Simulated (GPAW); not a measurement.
The system is CsLiCr2Te2S3.

```
Cs Li Cr Te S
1.0
     3.31929    1.91639    6.87982
    -3.31929    1.91639    6.87982
     0.00000   -3.83279    6.87982
Cs Li Cr Te S
1 1 2 2 3
Direct
  0.00000 0.00000 0.00000
  0.50000 0.50000 0.50000
  0.79848 0.79848 0.79848
  0.20152 0.20152 0.20152
  0.67990 0.67990 0.67990
  0.32010 0.32010 0.32010
  0.13626 0.86374 0.50000
  0.50000 0.13626 0.86374
  0.86374 0.50000 0.13626
```

The cell was built by a generator and needn't be a form met in nature.

Base run:

* Program: GPAW 26.7.0
* Functional: PW91
* Potentials or basis: PAW data sets generated in the run's folder for this functional
* Cutoff: 800 eV
* Basis: pw
* k mesh: 4 × 4 × 4
* Occupations: fermi-dirac, width 0.05 eV
* Spin: collinear spin, ferromagnetic start
* Starting moments: [0.0, 0.0, 3.0, 3.0, 0.0, 0.0, 0.0, 0.0, 0.0] μB

Its results: pressure 0.0 GPa; net moment 4.00 μB per cell; site moments Cs -0.01; Li +0.01; Cr +2.23; Te -0.19; S -0.07 μB; largest force 0.129 eV/Å.

**Question.** The run is repeated on the same cell with these changes: functional from PW91 to AM05. What comes out?

**Answer.** Pressure -1.3 GPa; net moment 4.00 μB per cell; site moments Cs -0.00; Li +0.01; Cr +2.20; Te -0.19; S -0.07 μB; largest force 0.302 eV/Å.

AM05 binds more tightly than PW91, so the same cell stands under less pressure.

Caveats: only a ferromagnetic start was run, and an antiferromagnetic order may lie lower in energy.
